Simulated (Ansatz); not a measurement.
**CH6ClNSSi: one species, many methods**

The task here is to estimate one member of a computed series from the others.

Computed with Ansatz 0.2.0, Gaussian basis. Level: functionals in def2-TZVPP, the program's frozen cores in correlated methods.

The runs, in order: LDA (SPW92), PBE-D4, revPBE-D4, BLYP-D4, r2SCAN-D4, B97M-V, PBE0-D4, B3LYP-D4, r2SCANh-D4, r2SCAN0-D4, HSE06-D4, BHLYP-D4, CAM-B3LYP-D4, LC-ωPBE, ωB97X-V, ωB97M-V, B2PLYP, PBE-QIDH; CCSD(T)/def2-SVP; CCSD(T)/def2-TZVPP; MP2/def2-QZVPP; extrapolation to the limit; RPA on PBE.

## Structure used throughout

The geometry comes from an earlier relaxation with PBE0-D4 in a triple-zeta def2 set; it is a stationary point, not always the lowest conformer.

SMILES `NC(S)[SiH2]Cl`, 11 atoms, charge 0, spin multiplicity 1.

Atoms are counted from 1 here; the program's logs count them from 0.

Bond lengths: N1–C2 1.453 Å, N1–H6 1.014 Å, N1–H7 1.015 Å, C2–S3 1.805 Å, C2–Si4 1.897 Å, C2–H8 1.095 Å, S3–H9 1.345 Å, Si4–Cl5 2.063 Å, Si4–H10 1.483 Å, Si4–H11 1.481 Å. Angles: C2–N1–H6 110.4°, C2–N1–H7 110.5°, H6–N1–H7 107.9°, N1–C2–S3 111.5°, N1–C2–Si4 116.1°, N1–C2–H8 108.5°, S3–C2–Si4 105.5°, S3–C2–H8 107.9°, Si4–C2–H8 107.0°, C2–S3–H9 97.1°, C2–Si4–Cl5 106.7°, C2–Si4–H10 110.4°, C2–Si4–H11 112.8°, Cl5–Si4–H10 107.7°, Cl5–Si4–H11 107.7°, H10–Si4–H11 111.4°.

The first run:

in.yaml reads:

```yaml
crystal:
  periodic: [false, false, false]
  atoms:
    - {symbol: N, position_ang: [0.124449, 1.112465, 1.056156]}
    - {symbol: C, position_ang: [-0.193796, -0.188213, 0.491669]}
    - {symbol: S, position_ang: [0.916768, -1.468188, 1.114279]}
    - {symbol: Si, position_ang: [-0.109535, -0.321885, -1.399146]}
    - {symbol: Cl, position_ang: [-1.120080, 1.310675, -2.153177]}
    - {symbol: H, position_ang: [1.095855, 1.344190, 0.882255]}
    - {symbol: H, position_ang: [-0.449873, 1.834039, 0.631743]}
    - {symbol: H, position_ang: [-1.213894, -0.454955, 0.785475]}
    - {symbol: H, position_ang: [0.490751, -1.450971, 2.389920]}
    - {symbol: H, position_ang: [1.297047, -0.233313, -1.860616]}
    - {symbol: H, position_ang: [-0.772190, -1.540745, -1.917858]}
basis:
  gaussian: {orbitals: def2-TZVPP}
hamiltonian: {xc: lda}
output: {orbitals: {seedname: orbitals}}
```

Among the steps run: LDA; PBE-D4 (GGA); revPBE-D4 (GGA); BLYP-D4 (GGA); r2SCAN-D4 (meta-GGA); B97M-V (meta-GGA); PBE0-D4 (hybrid); B3LYP-D4 (hybrid); r2SCANh-D4 (hybrid); r2SCAN0-D4 (hybrid); HSE06-D4 (hybrid); BHLYP-D4 (hybrid); CAM-B3LYP-D4 (range-separated); LC-ωPBE (range-separated); ωB97X-V (range-separated); ωB97M-V (range-separated); B2PLYP (double hybrid); PBE-QIDH (double hybrid).

One table of the session follows, with a row left open; its other results are not shown here.

```
  functional  HOMO (eV)  gap (eV)
 LDA (SPW92)      -5.84      4.39
      PBE-D4          ?         ?
   revPBE-D4      -5.66      4.57
     BLYP-D4      -5.60      4.53
   r2SCAN-D4      -5.99      5.12
      B97M-V      -6.16      5.17
     PBE0-D4      -7.07      6.77
    B3LYP-D4      -6.85      6.32
  r2SCANh-D4      -6.50      5.94
  r2SCAN0-D4      -7.27      7.16
    HSE06-D4      -6.67      5.99
    BHLYP-D4      -8.35      8.99
CAM-B3LYP-D4      -8.45      9.20
     LC-ωPBE      -9.80     11.73
     ωB97X-V      -9.47     11.25
     ωB97M-V      -9.35     10.88
```

Q: Estimate the row for PBE-D4 from the others.

As computed: HOMO (eV): -5.72; gap (eV): 4.51. In the column «HOMO (eV)» it lies between LDA (SPW92) (-5.84) and revPBE-D4 (-5.66).
